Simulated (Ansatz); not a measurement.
**Gd (P6_3/mmc): which magnetic order lies lowest**

Which of a few magnetic orders of Gd (P6_3/mmc) is lowest at one geometry? Whether the element takes this structure at low temperature is a separate question.

Computed with Ansatz 0.2.0 (DFT PBE, scalar-relativistic, plane waves, PAW, unless a step's input says otherwise).

### 1 The starting structure

The structure is hexagonal, space group P6_3/mmc (No. 194). Conventional cell: a = 3.646 Å, b = 3.646 Å, c = 5.831 Å, α = 90.00°, β = 90.00°, γ = 120.00°. Gd (site symmetry -6m2) has 12 Gd at 3.60 to 3.65 Å as nearest neighbours.

Structure file:

```cif
data_structure
_symmetry_space_group_name_H-M 'P6_3/mmc'
_symmetry_Int_Tables_number 194
_cell_length_a 3.6464
_cell_length_b 3.6464
_cell_length_c 5.8308
_cell_angle_alpha 90.000
_cell_angle_beta 90.000
_cell_angle_gamma 120.000
_cell_volume 67.14
loop_
_atom_site_label
_atom_site_type_symbol
_atom_site_symmetry_multiplicity
_atom_site_Wyckoff_symbol
_atom_site_fract_x
_atom_site_fract_y
_atom_site_fract_z
_atom_site_occupancy
Gd1 Gd 2 c 0.33333 0.66667 0.25000 1
```

An earlier run at PBE left this cell at 33.571 Å³/atom and 0.00 GPa (14×14×8 mesh).

### 2 Antiferromagnetic, in the cell as typed

input.yaml reads:

```yaml
crystal:
  lattice:
    - [3.646427861, 0.0, 0.0]
    - [-1.8232139305, 3.1578991607, 0.0]
    - [0.0, 0.0, 5.8307798036]
  atoms:
    - { symbol: Gd, position: [0.3333333333, 0.6666666667, 0.25], spin: 7.0 }
    - { symbol: Gd, position: [0.6666666667, 0.3333333333, 0.75], spin: -7.0 }
basis:
  ecutwfc: 420
  ecutrho_ratio: 4
kpoints:
  mp_grid: { grid: [14, 14, 8] }
hamiltonian:
  xc: pbe
scf:
  occupations: { method: gaussian, width: 0.05 }
  lower_state_search: "off"
output:
  forces: true
  stress: true
  eigenvalues: true
  populations: true
magnetization:
  spin_polarized: true
```

Launch:

```bash
> ansatz run input.yaml --threads 2 --pin off --max-ram 5120MiB --backend cpu --events-out ev --progress --plain --runs-dir out
```

### 3 Ferromagnetic, larger cell

input.yaml reads:

```yaml
crystal:
  lattice:
    - [3.646427861, 0.0, 0.0]
    - [-1.8232139305, 3.1578991607, 0.0]
    - [0.0, 0.0, 11.6615596072]
  atoms:
    - { symbol: Gd, position: [0.3333333333, 0.6666666667, 0.125], spin: 7.0 }
    - { symbol: Gd, position: [0.6666666667, 0.3333333333, 0.375], spin: 7.0 }
    - { symbol: Gd, position: [0.3333333333, 0.6666666667, 0.625], spin: 7.0 }
    - { symbol: Gd, position: [0.6666666667, 0.3333333333, 0.875], spin: 7.0 }
basis:
  ecutwfc: 420
  ecutrho_ratio: 4
kpoints:
  mp_grid: { grid: [12, 12, 4] }
hamiltonian:
  xc: pbe
scf:
  occupations: { method: gaussian, width: 0.05 }
  lower_state_search: "off"
output:
  forces: true
  stress: true
  eigenvalues: true
  populations: true
magnetization:
  spin_polarized: true
```

### 4 Antiferromagnetic, propagation vector (0, 0, 1/2)

input.yaml, as its differences from that of step 3:

```diff
@@ -8,4 +8,4 @@
     - { symbol: Gd, position: [0.6666666667, 0.3333333333, 0.375], spin: 7.0 }
-    - { symbol: Gd, position: [0.3333333333, 0.6666666667, 0.625], spin: 7.0 }
-    - { symbol: Gd, position: [0.6666666667, 0.3333333333, 0.875], spin: 7.0 }
+    - { symbol: Gd, position: [0.3333333333, 0.6666666667, 0.625], spin: -7.0 }
+    - { symbol: Gd, position: [0.6666666667, 0.3333333333, 0.875], spin: -7.0 }
 basis:
```

### 5 No spin polarisation

input.yaml reads:

```yaml
crystal:
  lattice:
    - [3.646427861, 0.0, 0.0]
    - [-1.8232139305, 3.1578991607, 0.0]
    - [0.0, 0.0, 5.8307798036]
  atoms:
    - { symbol: Gd, position: [0.3333333333, 0.6666666667, 0.25] }
    - { symbol: Gd, position: [0.6666666667, 0.3333333333, 0.75] }
basis:
  ecutwfc: 420
  ecutrho_ratio: 4
kpoints:
  mp_grid: { grid: [14, 14, 8] }
hamiltonian:
  xc: pbe
scf:
  occupations: { method: gaussian, width: 0.05 }
output:
  forces: true
  stress: true
  eigenvalues: true
```

(Steps that only read results are left out.)

**Question.** What will these runs give? Wanted: orders tried; lowest; next above it.

The runs gave:

```
            quantity                                    value
        orders tried                                        4
              lowest  antiferromagnetic, in the cell as typed
largest moment there                                  7.26 μB
       next above it              ferromagnetic, 5.5 meV/atom
```

What this shows: Of the orders that kept their pattern, the lowest is: antiferromagnetic, in the cell as typed. The next lies 5.5 meV/atom higher. Under stress at this geometry, and so lower once relaxed: no spin polarisation (-3.3 GPa). Only these orders were tried, at zero temperature; the one found in experiment may not be among them. No U acts on the 4f shell, so its levels can lie too near the Fermi level. Spin–orbit coupling is left out, though the cell holds Gd; it splits the 4f levels.
